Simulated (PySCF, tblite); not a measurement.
# C2H7ClGeO: dynamics, then NMR shifts on frames

Aim: move C2H7ClGeO (`ClCC[O][GeH3]`) away from its starting geometry and see how NMR shifts follow the geometry.

The runs use tblite 0.8.0 and PySCF 2.14.0, with density-fitted response routines of our own; the level of theory stands in each step. All values are computed, except where a source is named. Atoms are numbered from 0 throughout.

### 1 The starting structure

12 atoms, charge 0, multiplicity 1; geometry from: GFN2-xTB.

Bonds of the start (Å): Cl0–C1 1.77, C1–C2 1.52, C2–O3 1.39, O3–Ge4 1.77, C1–H5 1.09, C1–H6 1.09, C2–H7 1.10, C2–H8 1.10, Ge4–H9 1.50, Ge4–H10 1.50, Ge4–H11 1.49.

### 2 Dynamics with GFN2-xTB

The job: settings as JSON, then the geometry in Å.

```
{"job": {"kind": "md", "xc": "GFN2-xTB", "basis": "xTB", "temperature": 300, "steps": 2000, "every": 50, "frames": 5}, "charge": 0, "multiplicity": 1}
Cl    -0.480905     1.153922    -1.551027
C     -1.428682     0.011250    -0.584489
C     -0.869533    -0.013628     0.828747
O      0.413764    -0.549900     0.909310
Ge     1.848695    -0.123889    -0.029725
H     -1.331273    -0.967793    -1.051895
H     -2.465863     0.342209    -0.590985
H     -1.517403    -0.648997     1.446789
H     -0.890882     1.004251     1.238836
H      1.779366    -0.685246    -1.421238
H      2.104487     1.354250    -0.015125
H      2.839428    -0.877114     0.794777
```

Level: GFN2-xTB Langevin dynamics, gas phase.

On the command line:

```console
> OMP_NUM_THREADS=1 python probes_run.py task.json out
```

The driver reads the jobs from task.json and runs them one after another.

Log:

```text
t/fs     T/K      E/eV
    0.0   261.5   -500.90474
   25.0   202.2   -500.62773
   50.0   339.4   -500.58417
   75.0   288.5   -500.44314
  100.0   345.2   -500.57013
  125.0   300.5   -500.54386
  150.0   255.9   -500.53348
  175.0   238.7   -500.52366
  200.0   258.0   -500.53492
  225.0   277.9   -500.51361
  250.0   285.9   -500.42370
  275.0   260.1   -500.50054
  300.0   265.0   -500.33722
  325.0   290.5   -500.27904
  350.0   373.1   -500.12063
  375.0   354.7   -500.25972
  400.0   508.1   -500.49240
  425.0   388.4   -500.27258
  450.0   415.8   -500.09318
  475.0   365.0   -500.33282
  500.0   382.6   -500.33431
  525.0   323.5   -500.15832
  550.0   432.1   -500.25137
  575.0   346.4   -500.23523
  600.0   407.3   -500.39093
  625.0   277.4   -500.35785
  650.0   278.4   -500.47023
  675.0   254.5   -500.54840
  700.0   250.4   -500.52604
  725.0   257.6   -500.32205
  750.0   287.5   -500.48528
  775.0   208.3   -500.42764
  800.0   213.7   -500.50312
  825.0   263.4   -500.59396
  850.0   190.7   -500.52136
  875.0   274.4   -500.55936
  900.0   358.7   -500.66977
  925.0   248.7   -500.48568
  950.0   255.0   -500.59644
  975.0   342.5   -500.61629
 1000.0   297.6   -500.56615
```

Run time: 11 s. Hardware: 1 thread of Intel Xeon at 2.80GHz, shared host; peak memory 0.18 GiB.

Distance from the start (root mean square after alignment): 0 fs 0.00 Å, 200 fs 0.15 Å, 400 fs 0.12 Å, 600 fs 0.18 Å, 800 fs 0.16 Å, 1000 fs 0.16 Å.

Positions (Å) and forces (eV/Å) at 1000 fs:

```xyz
12

Cl   -1.463    1.403    0.280   -0.139    0.113    0.167
C    -1.562   -0.137   -0.587    1.391   -0.691    1.017
C    -0.559   -1.103    0.123   -0.506    0.010    0.507
O     0.815   -0.802    0.208   -0.811    0.050   -0.251
Ge    1.670    0.614    0.745   -0.544    0.417    1.108
H    -1.168    0.067   -1.548   -0.178    0.106   -1.187
H    -2.560   -0.584   -0.526    0.311    0.374   -0.207
H    -0.568   -2.085   -0.329   -0.265   -0.282   -0.533
H    -1.036   -1.230    1.102    0.495   -0.008    0.447
H     1.619    1.669   -0.279   -0.063    0.323   -0.263
H     1.216    1.071    2.148   -0.150   -0.017   -0.547
H     3.033    0.141    1.006    0.460   -0.395   -0.258
```

### 3 NMR shieldings: 250 fs, PBE0/pcSseg-1

The job: settings as JSON, then the geometry in Å.

```
{"job": {"kind": "nmr", "xc": "PBE0", "basis": "pcSseg-1", "pop": false}, "charge": 0, "multiplicity": 1}
Cl    -0.829200     1.228600    -1.345900
C     -1.629600     0.084100    -0.391500
C     -1.242900     0.041600     1.027500
O      0.048700    -0.327800     1.272600
Ge     1.508000     0.446200     0.404400
H     -1.527300    -0.965200    -0.878000
H     -2.712600     0.266000    -0.547400
H     -1.898000    -0.669100     1.477400
H     -1.510300     1.022400     1.371900
H      1.570000    -0.110000    -1.016200
H      1.437100     1.963600     0.384400
H      2.595100    -0.180000     1.113400
```

Method: GIAO PBE0/pcSseg-1 NMR shielding, non-relativistic, gas phase.

Log:

```text
coarse grid: 46576 points
cycle   1  E = -2691.8517552474  dE = -3.616e-02  |g| = 1.078e+00  |ddm| = 3.152e+00
cycle   2  E = -2691.5913429401  dE =  2.604e-01  |g| = 1.560e+00  |ddm| = 1.825e+00
cycle   3  E = -2691.9597390531  dE = -3.684e-01  |g| = 2.964e-01  |ddm| = 1.460e+00
cycle   4  E = -2691.9751083484  dE = -1.537e-02  |g| = 6.910e-02  |ddm| = 2.477e-01
cycle   5  E = -2691.9755638869  dE = -4.555e-04  |g| = 1.037e-02  |ddm| = 5.090e-02
cycle   6  E = -2691.9755800169  dE = -1.613e-05  |g| = 2.939e-03  |ddm| = 1.208e-02
cycle   7  E = -2691.9755818169  dE = -1.800e-06  |g| = 5.987e-04  |ddm| = 3.377e-03
final grid: 96016 points
cycle   8  E = -2691.9756110766  dE = -3.214e-08  |g| = 6.724e-04  |ddm| = 1.716e-03
cycle   9  E = -2691.9756110085  dE =  6.812e-08  |g| = 8.829e-04  |ddm| = 1.407e-03
cycle  10  E = -2691.9756111764  dE = -1.680e-07  |g| = 1.514e-04  |ddm| = 8.387e-04
cycle  11  E = -2691.9756111805  dE = -4.013e-09  |g| = 1.301e-05  |ddm| = 9.990e-05
cycle  12  E = -2691.9756111805  dE = -3.456e-11  |g| = 3.595e-06  |ddm| = 1.402e-05
converged SCF energy = -2691.9756111805

GIAO shielding tensors (ppm)
atom      isotropic    diamagn.    paramagn.     s11        s22        s33       span
  0 Cl     887.617    1148.447    -260.830    776.801    914.788    971.263    194.462
  1 C      139.382     248.105    -108.723    115.466    141.672    161.008     45.543
  2 C      125.138     238.839    -113.701    106.261    112.688    156.464     50.204
  3 O      325.110     398.563     -73.453    278.001    338.913    358.415     80.414
  4 Ge    1383.595    2755.580   -1371.985   1249.247   1297.552   1603.985    354.739
  5 H       26.787      28.324      -1.537     21.595     25.075     33.690     12.096
  6 H       27.678      28.252      -0.574     20.730     26.768     35.536     14.806
  7 H       28.299      28.170       0.129     22.475     27.707     34.715     12.240
  8 H       28.711      28.760      -0.050     22.890     28.055     35.187     12.298
  9 H       25.863      28.718      -2.855     18.378     24.267     34.944     16.565
 10 H       25.937      28.064      -2.127     19.453     23.160     35.197     15.743
 11 H       27.515      29.485      -1.971     19.904     22.246     40.393     20.489
```

Wall time 20 s (1 thread of Intel Xeon at 2.80GHz, shared host); peak memory 0.68 GiB.

The references, computed at this level on geometries of the same kind, shield at (ppm): 1H TMS 31.72, 13C TMS 186.9, 17O H2O 336.1, 73Ge GeMe4 1331, 35Cl HCl 950. Their shielding less the atom's gives the shift. The references are single molecules in the gas phase, so shifts against H2O, NH3, PH3, H3PO4 or CFCl3 are not on the usual liquid scales and can be off by tens of ppm. Each atom is listed at this fixed geometry, with no averaging over motion; a spectrum would average atoms that exchange fast.

```
atoms                          environment  σ (ppm)  δ (ppm)
   C2                  sp3 CH2 bonded to O    125.1     61.8
   C1                 sp3 CH2 bonded to Cl    139.4     47.5
   H9  hydrogen on a germanium bonded to O    25.86     5.85
  H10  hydrogen on a germanium bonded to O    25.94     5.78
   H5  hydrogen on an sp3 CH2 bonded to Cl    26.79     4.93
  H11  hydrogen on a germanium bonded to O    27.51     4.20
   H6  hydrogen on an sp3 CH2 bonded to Cl    27.68     4.04
   H7   hydrogen on an sp3 CH2 bonded to O    28.30     3.42
   H8   hydrogen on an sp3 CH2 bonded to O    28.71     3.01
  Cl0                 chlorine bonded to C      888       62
   O3               oxygen bonded to C, Ge    325.1     11.0
  Ge4           germanium bonded to O, 3 H     1384      -53
```

### 4 Nuclear shieldings: 425 fs, PBE0/pcSseg-1

The job: settings as JSON, then the geometry in Å.

```
{"job": {"kind": "nmr", "xc": "PBE0", "basis": "pcSseg-1", "pop": false}, "charge": 0, "multiplicity": 1}
Cl    -1.108400     1.539000    -0.805200
C     -1.803300    -0.097300    -0.240100
C     -1.263000    -0.341100     1.195300
O      0.102000    -0.560300     1.030400
Ge     1.468600     0.579100     0.469800
H     -1.339900    -0.852700    -0.731100
H     -2.869600    -0.170500    -0.408300
H     -1.802000    -1.257200     1.556500
H     -1.542800     0.469900     1.871100
H      1.495800     0.225000    -0.977200
H      1.191700     2.007200     0.713700
H      2.779100     0.117400     1.051700
```

Method: GIAO PBE0/pcSseg-1 NMR shielding, non-relativistic, gas phase.

Log:

```text
coarse grid: 46576 points
cycle   1  E = -2691.8454148528  dE = -2.806e-01  |g| = 1.088e+00  |ddm| = 3.086e+00
cycle   2  E = -2691.5967545346  dE =  2.487e-01  |g| = 1.551e+00  |ddm| = 1.771e+00
cycle   3  E = -2691.9570749567  dE = -3.603e-01  |g| = 2.897e-01  |ddm| = 1.403e+00
cycle   4  E = -2691.9715899987  dE = -1.452e-02  |g| = 6.831e-02  |ddm| = 2.367e-01
cycle   5  E = -2691.9720553484  dE = -4.653e-04  |g| = 9.916e-03  |ddm| = 4.961e-02
cycle   6  E = -2691.9720704623  dE = -1.511e-05  |g| = 3.846e-03  |ddm| = 9.980e-03
cycle   7  E = -2691.9720737909  dE = -3.329e-06  |g| = 9.159e-04  |ddm| = 3.246e-03
final grid: 96016 points
cycle   8  E = -2691.9720836064  dE =  1.128e-07  |g| = 1.238e-03  |ddm| = 2.281e-03
cycle   9  E = -2691.9720832426  dE =  3.638e-07  |g| = 1.756e-03  |ddm| = 2.528e-03
cycle  10  E = -2691.9720839715  dE = -7.289e-07  |g| = 1.087e-04  |ddm| = 1.446e-03
cycle  11  E = -2691.9720839735  dE = -2.008e-09  |g| = 2.629e-05  |ddm| = 8.032e-05
cycle  12  E = -2691.9720839736  dE = -1.069e-10  |g| = 5.870e-06  |ddm| = 2.352e-05
converged SCF energy = -2691.9720839736

GIAO shielding tensors (ppm)
atom      isotropic    diamagn.    paramagn.     s11        s22        s33       span
  0 Cl     803.450    1148.254    -344.804    631.584    781.502    997.265    365.681
  1 C      114.412     250.989    -136.577     76.560    114.159    152.517     75.958
  2 C      112.459     241.643    -129.184     94.964    103.151    139.263     44.299
  3 O      319.015     400.563     -81.548    245.634    324.826    386.587    140.953
  4 Ge    1374.878    2755.797   -1380.919   1226.296   1285.773   1612.566    386.270
  5 H       29.263      33.502      -4.240     24.399     28.090     35.299     10.899
  6 H       27.724      29.314      -1.590     22.193     26.631     34.348     12.155
  7 H       26.981      27.195      -0.214     22.129     25.719     33.096     10.967
  8 H       27.885      28.654      -0.768     23.689     26.106     33.861     10.171
  9 H       26.386      29.526      -3.140     19.225     23.880     36.052     16.827
 10 H       26.300      29.229      -2.928     18.770     24.480     35.651     16.881
 11 H       26.476      28.186      -1.710     19.632     21.421     38.375     18.743
```

Wall time 16 s (1 thread of Intel Xeon at 2.80GHz, shared host); peak memory 0.79 GiB.

Key values: δ C2 74.5, C1 72.5, Cl0 146, O3 17.1, H10 5.42, H9 5.33 ppm.

### 5 Nuclear shieldings: 625 fs, PBE0/pcSseg-1

The job: settings as JSON, then the geometry in Å.

```
{"job": {"kind": "nmr", "xc": "PBE0", "basis": "pcSseg-1", "pop": false}, "charge": 0, "multiplicity": 1}
Cl    -1.553500     1.376200    -0.365400
C     -1.707400    -0.477900    -0.119200
C     -0.766500    -0.812100     1.050900
O      0.584800    -0.618600     0.758800
Ge     1.591300     0.841400     0.303000
H     -1.155900    -0.920000    -0.985700
H     -2.695900    -0.766500    -0.129000
H     -0.870000    -1.897200     1.301800
H     -1.175700    -0.151200     1.873400
H      1.441400     1.314000    -1.066900
H      1.424500     1.773500     1.350100
H      2.888800     0.086000     0.402000
```

With the program's defaults for keys left out, this is: GIAO PBE0/pcSseg-1 NMR shielding, non-relativistic, gas phase.

Log:

```text
coarse grid: 46576 points
cycle   1  E = -2691.8456054924  dE = -2.838e-01  |g| = 1.091e+00  |ddm| = 3.069e+00
cycle   2  E = -2691.5907031065  dE =  2.549e-01  |g| = 1.562e+00  |ddm| = 1.802e+00
cycle   3  E = -2691.9592330676  dE = -3.685e-01  |g| = 2.906e-01  |ddm| = 1.428e+00
cycle   4  E = -2691.9736763521  dE = -1.444e-02  |g| = 6.756e-02  |ddm| = 2.343e-01
cycle   5  E = -2691.9741174828  dE = -4.411e-04  |g| = 9.459e-03  |ddm| = 4.782e-02
cycle   6  E = -2691.9741306782  dE = -1.320e-05  |g| = 3.536e-03  |ddm| = 9.192e-03
cycle   7  E = -2691.9741334396  dE = -2.761e-06  |g| = 9.384e-04  |ddm| = 3.020e-03
final grid: 96016 points
cycle   8  E = -2691.9741539721  dE =  1.268e-07  |g| = 1.299e-03  |ddm| = 2.557e-03
cycle   9  E = -2691.9741535373  dE =  4.348e-07  |g| = 1.865e-03  |ddm| = 2.664e-03
cycle  10  E = -2691.9741543838  dE = -8.465e-07  |g| = 1.048e-04  |ddm| = 1.548e-03
cycle  11  E = -2691.9741543857  dE = -1.898e-09  |g| = 2.644e-05  |ddm| = 7.458e-05
cycle  12  E = -2691.9741543858  dE = -1.019e-10  |g| = 6.243e-06  |ddm| = 2.441e-05
converged SCF energy = -2691.9741543858

GIAO shielding tensors (ppm)
atom      isotropic    diamagn.    paramagn.     s11        s22        s33       span
  0 Cl     813.649    1148.302    -334.653    581.471    810.466   1049.008    467.537
  1 C      111.918     254.090    -142.172     72.366    114.815    148.572     76.206
  2 C      111.479     239.827    -128.348     94.655    102.887    136.894     42.239
  3 O      313.242     400.301     -87.059    232.070    344.010    363.645    131.575
  4 Ge    1378.153    2755.232   -1377.079   1229.060   1281.643   1623.757    394.698
  5 H       27.127      30.572      -3.446     22.943     25.303     33.134     10.191
  6 H       28.445      31.498      -3.052     23.158     27.447     34.731     11.573
  7 H       26.712      27.196      -0.484     21.012     26.061     33.064     12.052
  8 H       27.100      27.784      -0.685     22.168     26.545     32.586     10.418
  9 H       26.765      29.490      -2.725     19.068     24.115     37.112     18.045
 10 H       27.700      30.145      -2.444     20.696     23.083     39.322     18.627
 11 H       26.884      28.543      -1.659     19.330     22.899     38.424     19.094
```

It took 17 s on 1 thread of Intel Xeon at 2.80GHz, shared host; peak memory 0.86 GiB.

This run: δ C2 75.4, C1 75.0, Cl0 136, O3 22.8, H7 5.00, H9 4.95 ppm.

### 6 Shielding tensors: 800 fs, PBE0/pcSseg-1

The job: settings as JSON, then the geometry in Å.

```
{"job": {"kind": "nmr", "xc": "PBE0", "basis": "pcSseg-1", "pop": false}, "charge": 0, "multiplicity": 1}
Cl    -1.237100     1.695900    -0.383000
C     -1.472400    -0.078500    -0.510800
C     -0.756200    -0.796500     0.552300
O      0.610800    -0.611800     0.615600
Ge     1.622200     0.770300     0.318600
H     -1.081800    -0.263200    -1.563000
H     -2.535600    -0.240300    -0.428800
H     -1.032500    -1.926300     0.435300
H     -1.155800    -0.500100     1.497900
H      1.544400     1.006200    -1.111300
H      1.124300     1.917200     1.216200
H      3.029000     0.509800     0.656600
```

Method: GIAO PBE0/pcSseg-1 NMR shielding, non-relativistic, gas phase.

Log:

```text
coarse grid: 46576 points
cycle   1  E = -2691.8577119029  dE = -9.085e-02  |g| = 1.078e+00  |ddm| = 3.125e+00
cycle   2  E = -2691.6767516692  dE =  1.810e-01  |g| = 1.438e+00  |ddm| = 1.648e+00
cycle   3  E = -2691.9685650849  dE = -2.918e-01  |g| = 2.411e-01  |ddm| = 1.245e+00
cycle   4  E = -2691.9783065626  dE = -9.741e-03  |g| = 6.400e-02  |ddm| = 2.034e-01
cycle   5  E = -2691.9787153016  dE = -4.087e-04  |g| = 8.066e-03  |ddm| = 4.575e-02
cycle   6  E = -2691.9787256118  dE = -1.031e-05  |g| = 2.589e-03  |ddm| = 8.562e-03
cycle   7  E = -2691.9787270326  dE = -1.421e-06  |g| = 6.461e-04  |ddm| = 2.345e-03
final grid: 96016 points
cycle   8  E = -2691.9787352406  dE =  2.942e-08  |g| = 8.367e-04  |ddm| = 1.671e-03
cycle   9  E = -2691.9787350954  dE =  1.452e-07  |g| = 1.141e-03  |ddm| = 1.615e-03
cycle  10  E = -2691.9787354101  dE = -3.147e-07  |g| = 6.570e-05  |ddm| = 9.280e-04
cycle  11  E = -2691.9787354109  dE = -8.285e-10  |g| = 1.476e-05  |ddm| = 4.678e-05
converged SCF energy = -2691.9787354109

GIAO shielding tensors (ppm)
atom      isotropic    diamagn.    paramagn.     s11        s22        s33       span
  0 Cl     828.823    1148.196    -319.373    678.261    822.852    985.357    307.097
  1 C      131.717     249.723    -118.005     97.298    141.615    156.239     58.941
  2 C      117.470     239.734    -122.263     92.864    109.979    149.567     56.703
  3 O      349.494     401.037     -51.543    276.603    353.546    418.333    141.730
  4 Ge    1398.479    2755.615   -1357.136   1257.243   1319.128   1619.065    361.822
  5 H       26.368      28.461      -2.093     21.032     24.707     33.365     12.333
  6 H       28.005      29.009      -1.004     21.610     27.385     35.019     13.409
  7 H       26.113      26.086       0.027     20.716     25.300     32.322     11.606
  8 H       27.974      29.289      -1.315     22.605     26.884     34.433     11.828
  9 H       27.103      29.967      -2.864     19.644     23.962     37.704     18.060
 10 H       25.816      28.104      -2.288     18.899     23.796     34.754     15.854
 11 H       27.151      28.889      -1.738     20.180     21.647     39.627     19.447
```

It took 15 s on 1 thread of Intel Xeon at 2.80GHz, shared host; peak memory 0.79 GiB.

This run: δ C2 69.5, C1 55.2, Cl0 121, O3 -13.4, H10 5.90, H7 5.60 ppm.

### 7 NMR shieldings: 1000 fs, PBE0/pcSseg-1

The job: settings as JSON, then the geometry in Å.

```
{"job": {"kind": "nmr", "xc": "PBE0", "basis": "pcSseg-1", "pop": false}, "charge": 0, "multiplicity": 1}
Cl    -1.463200     1.403200     0.279600
C     -1.561500    -0.136800    -0.586800
C     -0.559000    -1.102500     0.123400
O      0.815000    -0.801700     0.208000
Ge     1.670200     0.613900     0.744600
H     -1.168000     0.066800    -1.548000
H     -2.560200    -0.583800    -0.526100
H     -0.567500    -2.085400    -0.329100
H     -1.035900    -1.230300     1.102200
H      1.619300     1.669500    -0.279300
H      1.216400     1.071200     2.147700
H      3.032800     0.141300     1.006400
```

With the program's defaults for keys left out, this is: GIAO PBE0/pcSseg-1 NMR shielding, non-relativistic, gas phase.

Log:

```text
coarse grid: 46576 points
cycle   1  E = -2691.8648345743  dE = -1.809e-01  |g| = 1.068e+00  |ddm| = 3.114e+00
cycle   2  E = -2691.6656845900  dE =  1.991e-01  |g| = 1.458e+00  |ddm| = 1.621e+00
cycle   3  E = -2691.9701692417  dE = -3.045e-01  |g| = 2.650e-01  |ddm| = 1.250e+00
cycle   4  E = -2691.9821107868  dE = -1.194e-02  |g| = 6.465e-02  |ddm| = 2.122e-01
cycle   5  E = -2691.9825114249  dE = -4.006e-04  |g| = 8.125e-03  |ddm| = 4.467e-02
cycle   6  E = -2691.9825212029  dE = -9.778e-06  |g| = 2.424e-03  |ddm| = 8.985e-03
final grid: 96016 points
cycle   7  E = -2691.9824643293  dE = -7.065e-09  |g| = 2.425e-03  |ddm| = 4.545e-03
cycle   8  E = -2691.9824640622  dE =  2.672e-07  |g| = 2.664e-03  |ddm| = 4.232e-03
cycle   9  E = -2691.9824656296  dE = -1.567e-06  |g| = 1.946e-04  |ddm| = 2.098e-03
cycle  10  E = -2691.9824656370  dE = -7.349e-09  |g| = 1.521e-05  |ddm| = 1.808e-04
cycle  11  E = -2691.9824656370  dE = -5.002e-11  |g| = 3.867e-06  |ddm| = 1.626e-05
converged SCF energy = -2691.9824656370

GIAO shielding tensors (ppm)
atom      isotropic    diamagn.    paramagn.     s11        s22        s33       span
  0 Cl     878.380    1148.112    -269.732    744.279    862.554   1028.307    284.028
  1 C      131.992     251.631    -119.638    102.874    140.219    152.884     50.011
  2 C      114.485     239.971    -125.486     89.468    106.806    147.181     57.713
  3 O      340.725     400.089     -59.364    265.618    365.831    390.724    125.106
  4 Ge    1405.435    2755.082   -1349.647   1258.559   1300.453   1657.292    398.733
  5 H       28.253      30.891      -2.638     23.383     26.371     35.003     11.620
  6 H       28.030      28.928      -0.899     22.239     26.607     35.244     13.005
  7 H       27.480      28.748      -1.268     21.496     27.311     33.632     12.137
  8 H       27.968      29.398      -1.430     22.067     28.014     33.824     11.757
  9 H       26.839      29.090      -2.251     19.513     23.598     37.406     17.893
 10 H       26.204      28.006      -1.802     19.930     23.010     35.671     15.741
 11 H       27.386      29.008      -1.621     20.046     22.310     39.804     19.758
```

It took 16 s on 1 thread of Intel Xeon at 2.80GHz, shared host; peak memory 0.78 GiB.

This run: δ C2 72.4, C1 54.9, Cl0 71, O3 -4.6, H10 5.51, H9 4.88 ppm.

### 8 Run by run: NMR shifts

Shifts (ppm) of some atoms, chosen among heavy atoms and hydrogens apart, with basis size and wall time:

```
  frame    C2    C1    H5    H7  Cl0     O3  Ge4  functions  time
 250 fs  61.8  47.5  4.93  3.42   62   11.0  -53        151  20 s
 425 fs  74.5  72.5  2.45  4.74  146   17.1  -44        151  16 s
 625 fs  75.4  75.0  4.59  5.00  136   22.8  -47        151  17 s
 800 fs  69.5  55.2  5.35  5.60  121  -13.4  -68        151  15 s
1000 fs  72.4  54.9  3.46  4.24   71   -4.6  -74        151  16 s
```

### 9 What came out

| quantity | value |
| --- | --- |
| thermostat | 300 K |
| mean temperature, second half | 293 K |
| mean potential energy above the minimum | 0.45 eV |
| 13C shifts against TMS (PBE0/pcSseg-1, 250 fs) | 61.8, 47.5 ppm |
| 1H shifts against TMS (PBE0/pcSseg-1, 250 fs) | 5.85, 5.78, 4.93, 4.20, 4.04, 3.42, 3.01 ppm |
| 35Cl shifts against HCl (PBE0/pcSseg-1, 250 fs) | 62 ppm |
| 17O shifts against H2O (PBE0/pcSseg-1, 250 fs) | 11.0 ppm |
| 73Ge shifts against GeMe4 (PBE0/pcSseg-1, 250 fs) | -53 ppm |
| range of the shift of Cl0 | 62 to 146 ppm |

In words: In the second half the potential energy averages 0.45 eV above the minimum; equipartition over 30 harmonic modes at 300 K would give 0.39 eV. With 12 atoms the temperature swings widely (191 to 508 K). Shifts at one fixed geometry are not the observed spectrum, which averages over the motion. In the first frame run (250 fs): Shielding is most anisotropic at Ge4 (span 355 ppm, paramagnetic term -1372 ppm). Across the 5 runs the shift of Cl0 moves most, between 62 (250 fs) and 146 ppm (425 fs). Spin-orbit coupling is left out, which matters for shieldings and couplings at and beside the heavy atoms.
